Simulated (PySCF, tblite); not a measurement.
# C3H8OS2Si: geometry, infrared bands and NMR shifts

What infrared bands and NMR shifts should C3H8OS2Si (`[SiH3]O[C@@H]1SC[C@H]1S`) show?

Programs: tblite 0.8.0 and PySCF 2.14.0, with density-fitted response routines of our own. Each step states its level of theory. These are calculated values for one molecule in the gas phase, unless marked as measured. Atoms count from 0, in the outputs and in this text.

**1. Starting geometry**

15 atoms, charge 0, multiplicity 1; geometry from: force field or distance geometry start.

Bonds of the start (Å): Si0–O1 1.67, O1–C2 1.42, C2–S3 1.86, S3–C4 1.81, C4–C5 1.55, C5–S6 1.84, C5–C2 1.58, Si0–H7 1.47, Si0–H8 1.48, Si0–H9 1.48, C2–H10 1.10, C4–H11 1.10, C4–H12 1.10, C5–H13 1.10, S6–H14 1.34.

**2. Relaxing the molecule with GFN2-xTB**

Job settings and geometry (Å):

```
{"job": {"kind": "relax", "xc": "GFN2-xTB", "basis": "xTB"}, "charge": 0, "multiplicity": 1}
Si     2.440200    -0.857000     0.388300
O      1.159600    -0.158900     1.200400
C      0.219900     0.603300     0.459700
S     -1.027100     1.388000     1.590600
C     -1.988800     0.968900     0.112500
C     -0.982300    -0.163500    -0.221800
S     -0.744200    -0.343600    -2.042400
H      1.927500    -1.987800    -0.406400
H      3.450900    -1.344200     1.354900
H      3.031100     0.155100    -0.507800
H      0.683000     1.384800    -0.157400
H     -2.033600     1.797300    -0.607800
H     -3.014000     0.627200     0.303300
H     -1.211000    -1.121400     0.259900
H     -1.915500    -0.940200    -2.310200
```

Started as:

```console
$ OMP_NUM_THREADS=1 python probes_run.py task.json out
```

This one command runs all jobs of the session in turn.

**Question.** This job is followed by: GFN2-xTB harmonic vibrations, gas phase; GIAO PBE0/pcSseg-1 NMR shielding, non-relativistic, gas phase. Predict these results of the whole session: strongest single infrared mode (GFN2-xTB); zero-point energy (GFN2-xTB); 13C shifts against TMS (PBE0/pcSseg-1); 1H shifts against TMS (PBE0/pcSseg-1, means over atoms taken as alike); 29Si shifts against TMS (PBE0/pcSseg-1); 17O shifts against H2O (PBE0/pcSseg-1); 33S shifts against CS2 (PBE0/pcSseg-1).

As calculated:

```
                                                              quantity                                   value
                             strongest single infrared mode (GFN2-xTB)                   2238 cm⁻¹, 310 km/mol
                                          zero-point energy (GFN2-xTB)                           62.2 kcal/mol
                                13C shifts against TMS (PBE0/pcSseg-1)                    84.0, 50.7, 33.1 ppm
1H shifts against TMS (PBE0/pcSseg-1, means over atoms taken as alike)  5.28, 4.92, 4.15, 2.98, 2.95, 2.28 ppm
                               29Si shifts against TMS (PBE0/pcSseg-1)                               -39.8 ppm
                                17O shifts against H2O (PBE0/pcSseg-1)                                64.1 ppm
                                33S shifts against CS2 (PBE0/pcSseg-1)                             72, -46 ppm
```

**Reading.** Relaxing lowered the energy by 0.379 eV in 87 steps; the close pair that moved most is O1–C2, from 1.419 to 1.355 Å. All 39 modes are real, so the xTB geometry is a minimum. The strongest single mode, at 2238 cm⁻¹, moves mainly H7. GFN2-xTB is a fitted tight-binding method: band positions and strengths are rough. Its intensities can rank the bands wrongly. C2 (sp3 CH bonded to O and S) lies farthest downfield among carbon, at 84.0 ppm; pulled downfield by the heteroatom. H10 (hydrogen on an sp3 CH bonded to O and S) lies farthest downfield among hydrogen, at 5.28 ppm; its carbon carries O, hence the downfield position. At PBE0/pcSseg-1: The widest tensor belongs to S3: span 648 ppm, with a paramagnetic part of -623 ppm.
